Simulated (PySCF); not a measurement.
# C8H10S: magnetic properties

What do calculations give for the magnetic properties of C8H10S (`CSC1=CC=CC=CC1`)?

Computed with PySCF 2.14.0 and routines of our own; the level stands in each step. Atoms count from 0.

## 1. The system as given

19 atoms, charge 0, multiplicity 1; geometry from: GFN2-xTB.

## 2. Magnetic properties: GIAO wB97X-D/pcSseg-1

Job settings and geometry (Å):

```
{"job": {"kind": "mag", "xc": "wB97X-D", "basis": "pcSseg-1", "isotopologues": 0}, "charge": 0, "multiplicity": 1}
C      2.932859    -0.409891    -1.064531
S      1.954173    -1.391798     0.108264
C      0.550375    -0.384313     0.417906
C      0.491045     0.938506     0.172110
C     -0.707841     1.713741     0.236100
C     -1.952852     1.270587    -0.057316
C     -2.265758    -0.058921    -0.490474
C     -1.622194    -1.162825    -0.089455
C     -0.615295    -1.115103     1.012837
H      3.418493     0.413854    -0.548764
H      2.283480    -0.047549    -1.855800
H      3.682528    -1.081809    -1.470840
H      1.386232     1.479169    -0.101614
H     -0.570132     2.774307     0.406368
H     -2.755009     1.995827    -0.105125
H     -3.069290    -0.146610    -1.210827
H     -1.820161    -2.118692    -0.552011
H     -1.006218    -0.547093     1.862005
H     -0.324238    -2.112135     1.338868
```

Level: GIAO wB97X-D/pcSseg-1 magnetisability, rotational g tensor and spin-rotation constants, non-relativistic, gas phase.

Command:

```sh
> OMP_NUM_THREADS=1 python excited_run.py task.json out
```

This one command runs all jobs of the session in turn.

Output:

```text
coarse grid: 16512 points
cycle   1  E = -708.7455656269  dE =  1.762e+00  |g| = 3.229e-01  |ddm| = 4.138e+00
cycle   2  E = -708.7674474239  dE = -2.188e-02  |g| = 2.388e-01  |ddm| = 6.396e-01
cycle   3  E = -708.7801418767  dE = -1.269e-02  |g| = 6.611e-02  |ddm| = 2.593e-01
cycle   4  E = -708.7812579061  dE = -1.116e-03  |g| = 2.978e-02  |ddm| = 1.064e-01
cycle   5  E = -708.7815012338  dE = -2.433e-04  |g| = 5.521e-03  |ddm| = 3.947e-02
cycle   6  E = -708.7815153044  dE = -1.407e-05  |g| = 2.027e-03  |ddm| = 1.135e-02
cycle   7  E = -708.7815184043  dE = -3.100e-06  |g| = 8.949e-04  |ddm| = 4.807e-03
final grid: 155136 points
cycle   8  E = -708.8441744842  dE = -2.431e-04  |g| = 4.527e-03  |ddm| = 5.281e-02
cycle   9  E = -708.8441782485  dE = -3.764e-06  |g| = 2.746e-03  |ddm| = 1.086e-02
cycle  10  E = -708.8441797114  dE = -1.463e-06  |g| = 7.896e-04  |ddm| = 3.855e-03
cycle  11  E = -708.8441798911  dE = -1.797e-07  |g| = 2.858e-04  |ddm| = 1.394e-03
cycle  12  E = -708.8441799131  dE = -2.195e-08  |g| = 8.010e-05  |ddm| = 4.211e-04
cycle  13  E = -708.8441799158  dE = -2.681e-09  |g| = 2.501e-05  |ddm| = 1.540e-04
cycle  14  E = -708.8441799162  dE = -4.461e-10  |g| = 1.263e-05  |ddm| = 7.567e-05
converged SCF energy = -708.8441799162

Magnetisability tensor (1e-30 J/T^2)
    -1483.61      -14.92      142.60
      -14.92    -1301.84      -64.52
      142.60      -64.52    -1882.39
isotropic -1555.95   principal values   -1933.28  -1445.51  -1289.05
isotropic susceptibility -93.701 1e-6 cm^3/mol

Inertial axes            a          b          c
rot. const./GHz      2.7517     0.9860     0.8233
chi total           -88.733    -80.806   -111.565
chi diamagnetic    -580.885  -1331.953  -1576.356
chi paramagnetic    492.152   1251.147   1464.791
quadrupole/D A        2.509      2.555     -5.064
g nuclear            0.6113     0.5669     0.5696
g electronic        -0.6362    -0.5796    -0.5665
g total             -0.0249    -0.0126     0.0031

Spin-rotation constants (kHz, H = +C I.J)
atom  isotope        aa         bb         cc
  9     1H       -0.264     -0.025     -0.049
 10     1H       -0.141     -0.105     -0.029
 11     1H       -0.008     -0.099     -0.074
 12     1H       -0.063      0.016     -0.092
 13     1H       -0.243      0.072     -0.068
 14     1H        0.208     -0.069     -0.087
 15     1H       -0.068     -0.092      0.011
 16     1H       -0.299      0.030     -0.041
 17     1H       -0.171     -0.099     -0.027
 18     1H       -0.173     -0.002     -0.084
  0    13C*       0.399      0.143      0.122
  1    33S*       0.499      0.324      0.252
  2    13C*       1.095      0.391      0.160
  3    13C*       1.126      0.352      0.109
  4    13C*       1.008      0.422      0.144
  5    13C*       1.214      0.347      0.128
  6    13C*       0.816      0.330      0.263
  7    13C*       0.569      0.346      0.294
  8    13C*       0.462      0.182      0.134
* in the singly substituted isotopologue
```

Run time: 1.9 min. Hardware: 1 thread of Intel Xeon at 2.70GHz, shared host; peak memory 1 GiB.

From this job:

| quantity | value |
| --- | --- |
| magnetisability | -1556·10⁻³⁰ J/T² |
| molar susceptibility | -93.7·10⁻⁶ cm³/mol |
| rotational g (a, b, c) | -0.0249, -0.0126, 0.0031 |

The fields below are evaluated on a grid from the run's orbitals.

Frontier orbitals at wB97X-D/pcSseg-1, with the share of their density that lies nearest to each atom:

| orbital | energy (eV) | lies on |
| --- | --- | --- |
| HOMO | -7.56 | S1 33 %; C2, C3, C5 about 13 % each; C7 7 % |
| LUMO | 0.86 | C2, C4, C7 about 17 % each; C5 15 % |

ELF in a plane through or near 7 of the atoms.

Values, 10 rows by 14 columns:
```
0.00 0.00 0.00 0.00 0.00 0.00 0.00 0.00 0.00 0.00 0.00 0.00 0.00 0.00
0.00 0.00 0.00 0.00 0.00 0.00 0.00 0.00 0.00 0.00 0.00 0.00 0.00 0.00
0.00 0.00 0.00 0.02 0.41 0.47 0.01 0.50 0.02 0.03 0.00 0.00 0.00 0.00
0.00 0.00 0.00 0.12 0.89 0.90 0.04 0.66 0.55 0.39 0.20 0.00 0.00 0.00
0.00 0.00 0.06 0.10 0.47 0.25 0.52 0.81 0.62 0.32 0.33 0.02 0.00 0.00
0.00 0.00 0.05 0.75 0.41 0.11 0.80 0.42 0.05 0.55 0.18 0.01 0.00 0.00
0.00 0.00 0.14 0.99 0.39 0.85 0.94 0.92 0.34 0.62 0.83 0.20 0.00 0.00
0.00 0.00 0.00 0.02 0.00 0.88 0.57 0.63 0.99 0.04 0.53 0.05 0.00 0.00
0.00 0.00 0.00 0.00 0.00 0.00 0.00 0.47 0.92 0.02 0.00 0.00 0.00 0.00
0.00 0.00 0.00 0.00 0.00 0.00 0.00 0.00 0.00 0.00 0.00 0.00 0.00 0.00
```
The map spans 13.1 Å across and 10.4 Å up, centred on the molecule. Atoms in the plane (x, y in Å): S1 (-2.1, 1.2), C2 (-0.5, 0.4), C3 (-0.3, -1.0), C4 (1.0, -1.6), H9 (-3.4, -0.9), H12 (-1.2, -1.6), H13 (1.0, -2.6).

On the surface of density 0.002 e/bohr³ the electrostatic potential runs, from the 1st to the 99th percentile, from -0.88 V near S1 to 0.92 V near H11.

## 3. Magnetic properties: GIAO HCTH407/6-31G*, grid 3

Settings changed since step 2:

```diff
@@ -1,2 +1,2 @@
-{"job": {"kind": "mag", "xc": "wB97X-D", "basis": "pcSseg-1", "isotopologues": 0}, "charge": 0, "multiplicity": 1}
+{"job": {"kind": "mag", "xc": "HCTH407", "basis": "6-31G*", "grid": 3, "scf": {"aux": "def2-qzvpp-jkfit"}}, "charge": 0, "multiplicity": 1}
 C      2.932859    -0.409891    -1.064531
```

Level: GIAO HCTH407/6-31G* magnetisability, rotational g tensor and spin-rotation constants, non-relativistic, gas phase.

Output:

```text
final grid: 229904 points
cycle   1  E = -708.9127967066  dE =  1.045e+00  |g| = 5.998e-01  |ddm| = 4.397e+00
cycle   2  E = -708.7869783019  dE =  1.258e-01  |g| = 8.961e-01  |ddm| = 1.953e+00
cycle   3  E = -709.0040085442  dE = -2.170e-01  |g| = 2.207e-01  |ddm| = 1.375e+00
cycle   4  E = -709.0185998646  dE = -1.459e-02  |g| = 7.891e-02  |ddm| = 3.711e-01
cycle   5  E = -709.0202017098  dE = -1.602e-03  |g| = 2.616e-02  |ddm| = 1.140e-01
cycle   6  E = -709.0203889066  dE = -1.872e-04  |g| = 8.086e-03  |ddm| = 4.130e-02
cycle   7  E = -709.0204059608  dE = -1.705e-05  |g| = 3.009e-03  |ddm| = 1.145e-02
cycle   8  E = -709.0204082729  dE = -2.312e-06  |g| = 6.402e-04  |ddm| = 3.343e-03
cycle   9  E = -709.0204083752  dE = -1.023e-07  |g| = 2.579e-04  |ddm| = 1.056e-03
cycle  10  E = -709.0204083932  dE = -1.804e-08  |g| = 4.365e-05  |ddm| = 3.294e-04
cycle  11  E = -709.0204083936  dE = -3.695e-10  |g| = 2.471e-05  |ddm| = 8.526e-05
converged SCF energy = -709.0204083936

Magnetisability tensor (1e-30 J/T^2)
    -1422.03      -14.34      138.70
      -14.34    -1259.66      -80.71
      138.70      -80.71    -1813.34
isotropic -1498.34   principal values   -1866.24  -1388.27  -1240.52
isotropic susceptibility -90.232 1e-6 cm^3/mol

Inertial axes            a          b          c
rot. const./GHz      2.7517     0.9860     0.8233
chi total           -85.192    -77.745   -107.760
chi diamagnetic    -577.605  -1328.619  -1573.809
chi paramagnetic    492.413   1250.875   1466.049
quadrupole/D A        2.124      2.079     -4.203
g nuclear            0.6113     0.5669     0.5696
g electronic        -0.6365    -0.5794    -0.5670
g total             -0.0253    -0.0125     0.0026

Spin-rotation constants (kHz, H = +C I.J)
atom  isotope        aa         bb         cc
  9     1H       -0.272     -0.027     -0.051
 10     1H       -0.146     -0.107     -0.029
 11     1H       -0.008     -0.104     -0.076
 12     1H       -0.076      0.014     -0.093
 13     1H       -0.253      0.067     -0.070
 14     1H        0.197     -0.073     -0.089
 15     1H       -0.077     -0.094      0.008
 16     1H       -0.303      0.026     -0.043
 17     1H       -0.166     -0.099     -0.026
 18     1H       -0.177     -0.002     -0.085
  0    13C*       0.385      0.134      0.116
  1    33S*       0.535      0.301      0.249
  2    13C*       0.899      0.350      0.152
  3    13C*       0.980      0.323      0.100
  4    13C*       0.894      0.366      0.133
  5    13C*       1.065      0.306      0.120
  6    13C*       0.738      0.294      0.230
  7    13C*       0.519      0.302      0.255
  8    13C*       0.442      0.171      0.127
* in the singly substituted isotopologue
```

Run time: 71 s. Hardware: 1 thread of Intel Xeon at 2.70GHz, shared host; peak memory 0.83 GiB.

From this job:

| quantity | value |
| --- | --- |
| magnetisability | -1498·10⁻³⁰ J/T² |
| molar susceptibility | -90.2·10⁻⁶ cm³/mol |
| rotational g (a, b, c) | -0.0253, -0.0125, 0.0026 |

## 4. The levels compared

| level | ξ (10⁻³⁰ J/T²) | g(a) | g(b) | gap (eV) | functions | time |
| --- | --- | --- | --- | --- | --- | --- |
| GIAO wB97X-D/pcSseg-1 | -1556 | -0.0249 | -0.0126 | 8.42 | 210 | 1.9 min |
| GIAO HCTH407/6-31G*, grid 3 | -1498 | -0.0253 | -0.0125 | 3.34 | 150 | 71 s |

## 5. Summary of results

| quantity | value |
| --- | --- |
| magnetisability (step 2, GIAO wB97X-D/pcSseg-1) | -1556·10⁻³⁰ J/T² |
| molar susceptibility (step 2, GIAO wB97X-D/pcSseg-1) | -93.7·10⁻⁶ cm³/mol |
| rotational g (a, b, c) (step 2, GIAO wB97X-D/pcSseg-1) | -0.0249, -0.0126, 0.0031 |
| surface potential, 1st and 99th percentile | -0.88 V and 0.92 V |
| magnetisability over the levels | -1556 to -1498·10⁻³⁰ J/T² |

In words: The magnetisability spreads by 3.8 % over 2 levels, from GIAO wB97X-D/pcSseg-1 (1.9 min) to GIAO HCTH407/6-31G*, grid 3 (71 s); the runs took 71 s to 1.9 min. Two levels can agree by chance, so this spread shows no convergence. Vibrational averaging and real surroundings are missing from these values.
